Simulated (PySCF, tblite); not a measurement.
# methyl pivalate (C₆H₁₂O₂): geometry, infrared bands and NMR shifts

Wanted: the infrared bands and NMR shifts of methyl pivalate (C₆H₁₂O₂) (`COC(=O)C(C)(C)C`), by calculation.

The runs use tblite 0.8.0 and PySCF 2.14.0, with density-fitted response routines of our own; the level of theory stands in each step. All values are computed, except where a source is named. Atoms are numbered from 0 throughout.

## Step 1: The molecule as given

20 atoms, charge 0, multiplicity 1; geometry from: force field or distance geometry start.

Bonds of the start (Å): C0–O1 1.44, O1–C2 1.35, C2–O3 1.23, C2–C4 1.54, C4–C5 1.53, C4–C6 1.52, C4–C7 1.53, C0–H8 1.09, C0–H9 1.09, C0–H10 1.09, C5–H11 1.10, C5–H12 1.09, C5–H13 1.10, C6–H14 1.10, C6–H15 1.09, C6–H16 1.10, C7–H17 1.10, C7–H18 1.09, C7–H19 1.10.

## Step 2: Relaxing the molecule with GFN2-xTB

The job: settings as JSON, then the geometry in Å.

```
{"job": {"kind": "relax", "xc": "GFN2-xTB", "basis": "xTB"}, "charge": 0, "multiplicity": 1}
C      2.879000     0.290700    -0.837500
O      1.639500     0.324800    -0.114500
C      0.576600    -0.145500    -0.800100
O      0.616800    -0.542000    -1.965400
C     -0.705000    -0.082500     0.055200
C     -0.985500     1.373000     0.448100
C     -0.526900    -0.954500     1.290800
C     -1.887500    -0.603300    -0.765900
H      3.131700    -0.735800    -1.116800
H      2.798600     0.933300    -1.716900
H      3.657300     0.680100    -0.189500
H     -1.921700     1.455300     1.013300
H     -1.059400     2.020800    -0.421800
H     -0.176300     1.776300     1.079000
H     -1.447000    -0.973600     1.897000
H     -0.278300    -1.986900     1.030900
H      0.280100    -0.584400     1.940800
H     -2.822900    -0.583100    -0.188100
H     -2.048600    -0.008300    -1.670900
H     -1.725500    -1.643600    -1.079300
```

Run with:

```bash
$ OMP_NUM_THREADS=1 python probes_run.py task.json out
```

This one command runs all jobs of the session in turn.

**Question.** This job is followed by: GFN2-xTB harmonic vibrations, gas phase; GIAO PBE0/pcSseg-1 NMR shielding, non-relativistic, gas phase. Predict these results of the whole session: strongest single infrared mode (GFN2-xTB); zero-point energy (GFN2-xTB); 13C shifts against TMS (PBE0/pcSseg-1, means over atoms taken as alike); 1H shifts against TMS (PBE0/pcSseg-1, means over atoms taken as alike); 17O shifts against H2O (PBE0/pcSseg-1); surface potential, 1st and 99th percentile.

**Answer**, as computed:

| quantity | value |
| --- | --- |
| strongest single infrared mode (GFN2-xTB) | 1775 cm⁻¹, 397 km/mol |
| zero-point energy (GFN2-xTB) | 107.1 kcal/mol |
| 13C shifts against TMS (PBE0/pcSseg-1, means over atoms taken as alike) | 185.9, 53.8, 41.3, 29.0 ppm |
| 1H shifts against TMS (PBE0/pcSseg-1, means over atoms taken as alike) | 3.85, 1.22 ppm |
| 17O shifts against H2O (PBE0/pcSseg-1) | 437.5, 180.7 ppm |
| surface potential, 1st and 99th percentile | -1.71 V and 0.91 V |

What this shows: The optimisation took 38 steps and gained 0.105 eV; among the close pairs (by a distance rule), C2–O3 changed most, from 1.232 to 1.202 Å. All 54 modes are real, so the xTB geometry is a minimum. The strongest single mode, at 1775 cm⁻¹, moves mainly C2 and O3. GFN2-xTB is a fitted tight-binding method: band positions and strengths are rough. Its intensities can rank the bands wrongly. H8, H9, H10 (mean) (hydrogen on a methyl carbon bonded to O) lies farthest downfield among hydrogen, at 3.85 ppm; its carbon carries O, hence the downfield position. At PBE0/pcSseg-1: The widest tensor belongs to O3: span 715 ppm, with a paramagnetic part of -504 ppm.
